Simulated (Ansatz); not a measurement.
**CH₅InOS₂: one species, many methods**

An exercise on one series of results from a longer session: the logs are not shown, and one member is left open.

Program: Ansatz 0.2.0, Gaussian basis. Level of theory: functionals in def2-TZVPP, the program's frozen cores in correlated methods. These are calculated values, not measurements.

The runs, in order: PBE-D4, r2SCAN-D4, PBE0-D4, B3LYP-D4, ωB97X-V, ωB97M-V, B2PLYP; CCSD(T)/def2-TZVPP; MP2/def2-QZVPP; extrapolation to the limit.

## The geometry

All runs share one geometry, relaxed beforehand with PBE0-D4 in a triple-zeta def2 set. In takes the def2 core potential; no spin-orbit term is included.

10 atoms, charge 0, spin multiplicity 1.

Atoms are counted from 1 here; the program's logs count them from 0.

Bond lengths: C1–O2 1.405 Å, C1–H6 1.095 Å, C1–H7 1.099 Å, C1–H8 1.098 Å, O2–In3 1.977 Å, In3–S4 2.374 Å, In3–S5 2.364 Å, S4–H9 1.344 Å, S5–H10 1.345 Å. Angles: O2–C1–H6 108.4°, O2–C1–H7 113.0°, O2–C1–H8 112.5°, H6–C1–H7 107.4°, H6–C1–H8 107.6°, H7–C1–H8 107.7°, C1–O2–In3 121.7°, O2–In3–S4 117.5°, O2–In3–S5 115.5°, S4–In3–S5 127.0°, In3–S4–H9 93.0°, In3–S5–H10 91.6°.

Set-up of the first run:

File in.yaml:

```yaml
crystal:
  periodic: [false, false, false]
  atoms:
    - {symbol: C, position_ang: [-0.056061, -1.419458, 1.315760]}
    - {symbol: O, position_ang: [0.510750, -0.170798, 1.009692]}
    - {symbol: In, position_ang: [0.072645, 0.786489, -0.663432]}
    - {symbol: S, position_ang: [-1.497776, -0.226487, -2.127173]}
    - {symbol: S, position_ang: [1.183967, 2.849428, -0.976111]}
    - {symbol: H, position_ang: [0.245492, -1.695375, 2.331714]}
    - {symbol: H, position_ang: [-1.154264, -1.410164, 1.289423]}
    - {symbol: H, position_ang: [0.287938, -2.214369, 0.640642]}
    - {symbol: H, position_ang: [-1.430357, 0.782121, -3.012645]}
    - {symbol: H, position_ang: [1.837666, 2.718592, 0.192129]}
basis:
  gaussian: {orbitals: def2-TZVPP}
hamiltonian: {xc: pbe, dispersion: d4}
output: {forces: true, orbitals: {seedname: orbitals}}
```

Started as:

```sh
> ansatz run in.yaml --threads 2 --pin off --events-out ev --progress --plain --max-ram 20480MiB --backend cpu
```

Among the steps run: PBE-D4 (GGA); r2SCAN-D4 (meta-GGA); PBE0-D4 (hybrid); B3LYP-D4 (hybrid); ωB97X-V (range-separated); ωB97M-V (range-separated); B2PLYP (double hybrid); CCSD(T) in def2-TZVPP; MP2 in def2-QZVPP.

One of the session's tables, all rows but one given; the rest of the session is left out.

| method | atomisation energy (kcal/mol) |
| --- | --- |
| PBE-D4 | 777.7 |
| r2SCAN-D4 | 768.0 |
| PBE0-D4 | 761.6 |
| B3LYP-D4 | 756.9 |
| ωB97X-V | 769.7 |
| ωB97M-V | ? |
| B2PLYP | 750.0 |
| HF/def2-TZVPP | 528.5 |
| MP2/def2-TZVPP | 755.2 |
| CCSD/def2-TZVPP | 728.8 |
| CCSD(T)/def2-TZVPP | 743.8 |
| MP2/CBS | 780.5 |
| CCSD(T)/CBS | 769.0 |

**Question.** Estimate the row for ωB97M-V.

As computed: atomisation energy (kcal/mol): 768.4. In the column «atomisation energy (kcal/mol)» it lies between r2SCAN-D4 (768.0) and CCSD(T)/CBS (769.0).
